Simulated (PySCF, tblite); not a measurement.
**H9NOSi4 (triplet), a small gas-phase stand-in for a defect centre: EPR parameters**

What EPR parameters should one expect for `[SiH3]O[Si]N([SiH3])[SiH3]`? It is drawn as: twofold Si.

Programs: tblite 0.8.0 and PySCF 2.14.0. All values are calculated, for the isolated system unless a continuum is named. Atoms count from 0, parts from 1.

### 1 Starting point

15 atoms, charge 0, multiplicity 3; geometry: distance geometry start.

### 2 Relaxing the cluster with GFN2-xTB

The job: settings as JSON, then the geometry in Å.

```
{"job": {"kind": "relax", "xc": "GFN2-xTB", "basis": "xTB"}, "charge": 0, "multiplicity": 3}
Si    -0.424717     0.464813    -0.226139
O     -1.563618    -0.881204    -0.342287
Si    -1.168195    -2.454993    -1.058200
N      0.626264     1.926307    -0.364981
Si     1.684482     2.005874    -1.862746
Si     1.429579     2.525154     1.172630
H     -1.368991    -2.415044    -2.472493
H     -2.013623    -3.456261    -0.525390
H      0.194621    -2.796712    -0.798874
H      2.469194     0.855562    -1.971895
H      0.823801     2.090939    -3.000551
H      2.510161     3.156174    -1.810546
H      2.832177     2.560174     1.002503
H      1.122962     1.603606     2.235412
H      0.947659     3.801319     1.507762
```

Method: GFN2-xTB geometry optimisation, gas phase.

On the command line:

```console
OMP_NUM_THREADS=1 python cluster_run.py task.json out
```

The driver reads the jobs from task.json and runs them one after another.

**Question.** The jobs that follow are: PBE0-D3(BJ)/def2-SVP geometry optimisation, gas phase; UKS B3LYP, IGLO-III on N O Si, pcH-1 on H, non-relativistic, mean-field spin-orbit, GIAO; UKS BHandHLYP, IGLO-III on N O Si, pcH-1 on H, non-relativistic, mean-field spin-orbit, GIAO. Predict: point group; rotational constants (main isotopes); D, E (B3LYP); g(iso) (B3LYP); ⟨S²⟩; largest a(iso); potential on the surface of density 0.002 e/bohr³, 1st and 99th percentile.

The runs gave:

```
                                                                  quantity                    value
                                                               point group                       C1
                                      rotational constants (main isotopes)     2.28, 0.82, 0.68 GHz
                                                              D, E (B3LYP)        0.168, 0.035 cm⁻¹
                                                            g(iso) (B3LYP)                  2.00107
                                                                      ⟨S²⟩       2.003 (exact 2.00)
                                                            largest a(iso)  29Si on Si0, -719.3 MHz
potential on the surface of density 0.002 e/bohr³, 1st and 99th percentile       -0.61 V and 1.42 V
```

In words: The start of the PBE0/def2-SVP relaxation was shaken at random by about 0.01 Å, so part of the energy gained, and of the first lengths quoted, undoes that. Relaxing lowered the energy by 0.430 eV in 21 steps; the close pair that moved most is Si2–H7, from 1.428 to 1.489 Å (PBE0/def2-SVP). Most of the unpaired spin sits on Si0 (1.74 e). The isotropic g lies 1.3 ppt below the free-electron value. The coupling of 29Si on Si0 runs from -759.4 (BHandHLYP/IGLO-III+pcH-1) to -719.3 MHz (B3LYP/IGLO-III+pcH-1). The triplet was assumed; the singlet may lie lower. A capped cluster stands for the solid here, so long-range fields and strain are missing, and bands or shifts of the capping hydrogens have no counterpart in it.
